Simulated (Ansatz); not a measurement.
# C₄H₁₁GaSi: how energies converge with the basis set

Aim: see how fast density functionals converge with the basis set for C₄H₁₁GaSi.

Method: one geometry, several basis sets; program: Ansatz 0.2.0, Gaussian basis.

Levels to be run: PBE0-D4/def2-SVP; ωB97M-V/def2-SVP; PBE0-D4/def2-QZVPP; ωB97M-V/def2-QZVPP; the functionals' def2-TZVPP values are taken from earlier runs.

### 1 Structure used throughout

The geometry comes from an earlier relaxation with PBE0-D4 in a triple-zeta def2 set; it is a stationary point, not always the lowest conformer.

SMILES `C=[C]([GaH2])C[SiH2]C`, 17 atoms, charge 0, spin multiplicity 1.

Atoms are counted from 1 here; the program's logs count them from 0.

Bond lengths: C1–C2 1.337 Å, C1–H7 1.091 Å, C1–H8 1.086 Å, C2–Ga3 1.964 Å, C2–C4 1.495 Å, Ga3–H9 1.571 Å, Ga3–H10 1.571 Å, C4–Si5 1.887 Å, C4–H11 1.095 Å, C4–H12 1.097 Å, Si5–C6 1.867 Å, Si5–H13 1.495 Å, Si5–H14 1.491 Å, C6–H15 1.093 Å, C6–H16 1.092 Å, C6–H17 1.092 Å. Angles: C2–C1–H7 122.1°, C2–C1–H8 121.9°, H7–C1–H8 116.0°, C1–C2–Ga3 117.0°, C1–C2–C4 122.3°, Ga3–C2–C4 120.7°, C2–Ga3–H9 120.7°, C2–Ga3–H10 117.6°, H9–Ga3–H10 121.6°, C2–C4–Si5 108.8°, C2–C4–H11 111.7°, C2–C4–H12 112.1°, Si5–C4–H11 107.4°, Si5–C4–H12 109.0°, H11–C4–H12 107.7°, C4–Si5–C6 111.2°, C4–Si5–H13 107.2°, C4–Si5–H14 110.3° and more.

### 2 PBE0-D4 in def2-SVP

Contents of in.yaml:

```yaml
crystal:
  periodic: [false, false, false]
  atoms:
    - {symbol: C, position_ang: [-1.471295, -0.678193, 1.307065]}
    - {symbol: C, position_ang: [-0.186595, -0.785587, 0.950908]}
    - {symbol: Ga, position_ang: [1.155920, -0.364077, 2.320465]}
    - {symbol: C, position_ang: [0.229861, -1.173469, -0.431229]}
    - {symbol: Si, position_ang: [0.784679, 0.375345, -1.355343]}
    - {symbol: C, position_ang: [-0.655281, 1.518533, -1.682307]}
    - {symbol: H, position_ang: [-2.284249, -0.922834, 0.622337]}
    - {symbol: H, position_ang: [-1.766075, -0.347270, 2.298276]}
    - {symbol: H, position_ang: [2.671792, -0.708135, 2.091376]}
    - {symbol: H, position_ang: [0.650501, 0.271850, 3.664921]}
    - {symbol: H, position_ang: [1.075398, -1.869081, -0.419168]}
    - {symbol: H, position_ang: [-0.585479, -1.650277, -0.989518]}
    - {symbol: H, position_ang: [1.792825, 1.067187, -0.494660]}
    - {symbol: H, position_ang: [1.453618, 0.003113, -2.634434]}
    - {symbol: H, position_ang: [-1.379324, 1.047810, -2.351940]}
    - {symbol: H, position_ang: [-0.319766, 2.448116, -2.147282]}
    - {symbol: H, position_ang: [-1.166532, 1.766968, -0.749446]}
basis:
  gaussian: {orbitals: def2-SVP}
hamiltonian: {xc: pbe0, dispersion: d4}
output: {orbitals: {seedname: orbitals}}
```

Launch:

```console
ansatz run in.yaml --threads 2 --pin off --events-out ev --progress --plain --max-ram 22528MiB --backend cpu
```

The runs that follow: ωB97M-V in def2-SVP; PBE0-D4 in def2-QZVPP; ωB97M-V in def2-QZVPP.

Q: Predict the results of all the runs planned. Wanted: PBE0-D4: double and triple zeta above quadruple; ωB97M-V: double and triple zeta above quadruple.

**Answer**, as computed:

| quantity | value |
| --- | --- |
| PBE0-D4: double and triple zeta above quadruple | 15.87, 1.70 eV |
| ωB97M-V: double and triple zeta above quadruple | 16.11, 1.64 eV |

What this shows: PBE0-D4 gains 14.17 eV from double to triple zeta, then 1.70 eV more. These are total energies; as a rule much of such shifts cancels in differences, which this series doesn't test.
